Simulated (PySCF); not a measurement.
# C2H7NOSi: the cost of one run

Computed with PySCF 2.14.0, with density-fitted response routines of our own, on a single molecule in the gas phase. Atoms count from 0, in the outputs and in this text.

## 1. The molecule as given

12 atoms, charge 0, multiplicity 1; geometry from: GFN2-xTB. The atoms were then displaced at random by about 0.01 Å, so the start is not that level's minimum.

Bonds of the start (Å): C0–N1 1.28, N1–C2 1.43, C2–O3 1.37, O3–Si4 1.66, C0–H5 1.07, C0–H6 1.07, C2–H7 1.09, C2–H8 1.12, Si4–H9 1.48, Si4–H10 1.45, Si4–H11 1.45.

## 2. Relaxing the molecule at PBE0-D3(BJ)/def2-SVP

Job settings and geometry (Å):

```
{"job": {"xc": "PBE0", "basis": "def2-SVP", "d3": "d3bj", "grid": 1, "shake": 0.01, "kind": "geom"}, "charge": 0, "multiplicity": 1}
C      2.313780    -0.136310     0.511270
N      1.613270     0.940760     0.491710
C      0.187300     0.936380     0.352010
O     -0.335440    -0.323390     0.253910
Si    -1.896900    -0.742150    -0.107860
H      1.871310    -1.108740     0.418540
H      3.373950    -0.021760     0.612660
H     -0.013430     1.551170    -0.530170
H     -0.198020     1.473390     1.255660
H     -2.829910    -0.201510     0.907950
H     -1.775060    -2.185650    -0.049000
H     -2.271160    -0.210470    -1.405060
```

On the command line:

```sh
OMP_NUM_THREADS=1 python probes_run.py task.json out
```

The driver reads the jobs from task.json and runs them one after another.

**Question.** How long does this first job take on 1 thread of Arm Neoverse V1, shared host, and how much memory does it need?

About 23 s, with a peak of 0.44 GiB.
